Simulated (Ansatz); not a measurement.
Here is an Ansatz input file for CH₇NOSSi, SMILES OCN[SiH2]S. Write the same calculation for the Python package.

```yaml
crystal:
  periodic: [false, false, false]
  atoms:
    - { symbol: O, position_ang: [-0.9597, 0.1351, 2.2294] }
    - { symbol: C, position_ang: [-0.0728, 0.3838, 1.1906] }
    - { symbol: "N", position_ang: [-0.4035, -0.5606, 0.1421] }
    - { symbol: Si, position_ang: [0.5706, -0.6728, -1.3006] }
    - { symbol: S, position_ang: [-0.0793, 0.9452, -2.542] }
    - { symbol: H, position_ang: [-1.8589, 0.1422, 1.7479] }
    - { symbol: H, position_ang: [-0.1336, 1.4252, 0.8526] }
    - { symbol: H, position_ang: [0.9714, 0.2605, 1.6037] }
    - { symbol: H, position_ang: [-0.3568, -1.4634, 0.6354] }
    - { symbol: H, position_ang: [1.9373, -0.6081, -0.9466] }
    - { symbol: H, position_ang: [0.129, -1.9692, -1.9077] }
    - { symbol: H, position_ang: [0.3332, 1.9269, -1.6708] }
basis:
  gaussian:
    orbitals: def2-TZVP
hamiltonian:
  xc: b3lyp
output:
  orbitals: {}
```

`ch7nossi_energy.py`
```python
"""Single point of CH7NOSSi in a Gaussian basis."""

from pathlib import Path

import ansatz as az

BASIS = "def2-TZVP"
XC = "B3LYP"

GEOMETRY = """
O    -0.95970    0.13510    2.22940
C    -0.07280    0.38380    1.19060
N    -0.40350   -0.56060    0.14210
Si    0.57060   -0.67280   -1.30060
S    -0.07930    0.94520   -2.54200
H    -1.85890    0.14220    1.74790
H    -0.13360    1.42520    0.85260
H     0.97140    0.26050    1.60370
H    -0.35680   -1.46340    0.63540
H     1.93730   -0.60810   -0.94660
H     0.12900   -1.96920   -1.90770
H     0.33320    1.92690   -1.67080
"""


def main() -> None:
    molecule = az.Crystal.molecule()
    for line in GEOMETRY.strip().splitlines():
        symbol, *xyz = line.split()
        molecule = molecule.atom(symbol, [float(v) for v in xyz])

    base = molecule.calculation().basis(gaussian=BASIS).functional(XC).orbitals()
    outcome = base.run(threads=1, backend="cpu", runs_dir="runs")
    data = outcome.report

    print("reference energy %16.6f eV" % data["reference_energy_ev"])
    print("total energy     %16.6f eV" % data["free_energy_ev"])
    print("occupied orbitals outside the frozen core (up, down):", data["n_occupied"], " frozen:", data["n_frozen"], " virtual:", data["n_virtual"])

    lines = Path(data["orbitals_path"]).read_text().splitlines()
    field_of = lambda key: [line.split("=")[1].strip() for line in lines if line.startswith(key)]
    orbitals = [(27.211386 * float(e), s, float(n)) for e, s, n in zip(field_of("Ene="), field_of("Spin="), field_of("Occup="))]
    homo = max(e for e, _, n in orbitals if n > 0.5)
    lumo = min(e for e, _, n in orbitals if n < 0.5)
    for e, spin, n in sorted(orbitals):
        if homo - 15 < e < lumo + 5:
            print(f"{spin:6s} {e:10.3f} eV  occupation {n:.0f}")


if __name__ == "__main__":
    main()
```

```console
$ python ch7nossi_energy.py
reference energy    -23405.606685 eV
total energy        -23405.606685 eV
occupied orbitals outside the frozen core (up, down): [29, 29]  frozen: 0  virtual: [180, 180]
Alpha     -20.001 eV  occupation 2
Alpha     -17.934 eV  occupation 2
Alpha     -14.896 eV  occupation 2
Alpha     -14.548 eV  occupation 2
Alpha     -12.535 eV  occupation 2
Alpha     -12.338 eV  occupation 2
Alpha     -11.739 eV  occupation 2
Alpha     -11.386 eV  occupation 2
Alpha      -9.974 eV  occupation 2
Alpha      -9.508 eV  occupation 2
Alpha      -9.190 eV  occupation 2
Alpha      -8.160 eV  occupation 2
Alpha      -7.291 eV  occupation 2
Alpha      -7.190 eV  occupation 2
Alpha      -0.306 eV  occupation 0
Alpha       0.052 eV  occupation 0
Alpha       0.515 eV  occupation 0
Alpha       0.812 eV  occupation 0
Alpha       1.542 eV  occupation 0
Alpha       1.720 eV  occupation 0
Alpha       1.931 eV  occupation 0
Alpha       2.278 eV  occupation 0
Alpha       3.199 eV  occupation 0
Alpha       3.886 eV  occupation 0
Alpha       4.142 eV  occupation 0
Alpha       4.375 eV  occupation 0
Alpha       4.485 eV  occupation 0
```

Notes:
- Total energies depend on the basis set; only differences at equal settings carry meaning.
- The geometry is a force-field or estimated start, not a minimum of this method, and the basis set is short of its limit.
- Alpha marks a spatial orbital of a restricted run, filled by both spins.
- b3lyp holds the VWN-RPA fit, as in Gaussian; the form of ORCA and Turbomole is b3lyp5.
- Levels such as HOMO and LUMO are orbital energies: with these approximate functionals they aren't the ionisation energy and electron affinity, and their gap isn't the fundamental gap.
- The whole script took 8.8 s on 1 thread of Arm Neoverse V2 (shared host), peak memory 0.55 GiB.

(Lines on the test bed's own set-up are left out of the output.)
